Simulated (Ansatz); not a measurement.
The system is Ti3Se.

```
Se Ti
1.0
     3.19745    0.00000    0.00000
    -1.59872    2.76907    0.00000
     0.00000    0.00000    7.94275
Se Ti
1 3
Direct
  0.00000 0.00000 0.00000
  0.66667 0.33333 0.50000
  0.33333 0.66667 0.77290
  0.33333 0.66667 0.22710
```

The cell comes from a database or a generator and needn't be the stable form of this composition.

Base run:

```yaml
Program: Ansatz 0.2.0
Functional: PBEsol
Potentials_or_basis: Ansatz PAW
Cutoff: "420 eV (not typed: the program's choice for these potentials)"
k_mesh: 10 × 10 × 4
Occupations: fermi-dirac, width 0.05 eV
Spin: no spin polarisation
Hubbard_terms: Ti d U = 8 eV
```

Its results: band gap on the k mesh none (metal or under the smearing width); pressure 23.4 GPa; largest force 0.370 eV/Å.

Problem. The run is repeated on the same cell with these changes: hubbard terms from Ti d U = 8 eV to none; hubbard projectors from ortho-atomic (the default) to none. What comes out?

Solution. Band gap on the k mesh none (metal or under the smearing width); pressure -4.5 GPa; largest force 0.098 eV/Å.

Caveats: the PAW data sets come from PBE, with cores solved anew for the run's functional, which leaves a small shift of forces and pressure; U without spin polarisation on a metal has little footing (some runs).
